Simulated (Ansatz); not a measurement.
This was printed by a script on the Ansatz DFT code, driven from Python, for a ladder of methods at one geometry of CH7BFNSi, SMILES CBN[SiH2]F. What did the script look like? Level of theory (for the species named): HSE06, def2-SVP basis, multiplicity 1. The script varies functional: hse06, revpbe, hf, lda, r2scan0.

```json
{"atom": "C", "x (Å)": "-1.7788", "y (Å)": "0.5617", "z (Å)": "-0.5967"}
{"atom": "B", "x (Å)": "-0.5037", "y (Å)": "-0.2639", "z (Å)": "-0.6369"}
{"atom": "N", "x (Å)": "0.0592", "y (Å)": "-0.7808", "z (Å)": "0.6523"}
{"atom": "Si", "x (Å)": "1.8241", "y (Å)": "-0.1097", "z (Å)": "0.8166"}
{"atom": "F", "x (Å)": "1.6828", "y (Å)": "1.5509", "z (Å)": "0.9568"}
{"atom": "H", "x (Å)": "-2.1128", "y (Å)": "0.9009", "z (Å)": "-1.6452"}
{"atom": "H", "x (Å)": "-2.6191", "y (Å)": "0.0193", "z (Å)": "-0.1428"}
{"atom": "H", "x (Å)": "-1.6158", "y (Å)": "1.5446", "z (Å)": "-0.0210"}
{"atom": "H", "x (Å)": "0.0144", "y (Å)": "-0.5034", "z (Å)": "-1.6295"}
{"atom": "H", "x (Å)": "0.1821", "y (Å)": "-1.8173", "z (Å)": "0.5928"}
{"atom": "H", "x (Å)": "2.3799", "y (Å)": "-0.6895", "z (Å)": "2.0362"}
{"atom": "H", "x (Å)": "2.5647", "y (Å)": "-0.4681", "z (Å)": "-0.3486"}
```

Output of `python run_methods.py`:
```text
[INFO] functional    E (Ha)        dipole (D)   HOMO (eV)  LUMO (eV)
[INFO] hse06         -510.671826     2.012      -6.572     -1.307
[INFO] revpbe        -510.922885     1.764      -5.483     -1.796
[INFO] hf            -509.259716     2.531     -10.551      2.841
[INFO] lda           -508.111795     1.788      -5.607     -2.180
[INFO] r2scan0       -510.887951     2.094      -7.200     -0.708
```

The script that was run (others could print the same):

`run_methods.py`:
```python
"""CH7BFNSi at several levels of theory."""

from pathlib import Path
import logging
import sys

import ansatz as az
import numpy as np

logging.basicConfig(stream=sys.stdout, format="[%(levelname)s] %(message)s")
logger = logging.getLogger("ansatz_job")
logger.setLevel(logging.INFO)

BASIS_SET = "def2-SVP"

GEOMETRY = """
C    -1.77880    0.56170   -0.59670
B    -0.50370   -0.26390   -0.63690
N     0.05920   -0.78080    0.65230
Si    1.82410   -0.10970    0.81660
F     1.68280    1.55090    0.95680
H    -2.11280    0.90090   -1.64520
H    -2.61910    0.01930   -0.14280
H    -1.61580    1.54460   -0.02100
H     0.01440   -0.50340   -1.62950
H     0.18210   -1.81730    0.59280
H     2.37990   -0.68950    2.03620
H     2.56470   -0.46810   -0.34860
"""

mol = az.Crystal.molecule()
for line in GEOMETRY.strip().splitlines():
    symbol, *xyz = line.split()
    mol = mol.atom(symbol, [float(v) for v in xyz])

setup = mol.calculation().basis(gaussian=BASIS_SET)

logger.info("functional    E (Ha)        dipole (D)   HOMO (eV)  LUMO (eV)")
for name in ["hse06", "revpbe", "hf", "lda", "r2scan0"]:
    data = setup.functional(name).forces().orbitals().run(threads=1, pin="off", runs_dir="runs").report
    lines = Path(data["orbitals_path"]).read_text().splitlines()
    field_of = lambda key: [line.split("=")[1].strip() for line in lines if line.startswith(key)]
    orbitals = [(27.211386 * float(e), s, float(n)) for e, s, n in zip(field_of("Ene="), field_of("Spin="), field_of("Occup="))]
    homo = max(e for e, _, n in orbitals if n > 0.5)
    lumo = min(e for e, _, n in orbitals if n < 0.5)
    dipole = 4.803205 * np.linalg.norm(data["charge_distribution"]["dipole_moment_e_ang"])
    logger.info(f"{name:10s} {data['free_energy_ev'] / 27.211386246:14.6f} {dipole:9.3f} {homo:11.3f} {lumo:10.3f}")
```

Caveats:
- Total energies depend on the basis set; only differences at equal settings carry meaning.
- The geometry is a force-field or estimated start, not a minimum of this method, and the basis set is short of its limit. A lower total doesn't mark the better method: functionals have no common bound, and MP2 and coupled cluster aren't variational.
- Levels such as HOMO and LUMO are orbital energies: with these approximate functionals they aren't the ionisation energy and electron affinity, and their gap isn't the fundamental gap.
- hse06 follows the composition of plane-wave codes, whose totals differ by tens of mHa, up to about 0.1 Ha, from the form usual in Gaussian-basis programs (wpbeh).
- Run time: 24 s on 1 thread of Arm Neoverse V1 (shared host), peak memory 0.28 GiB.
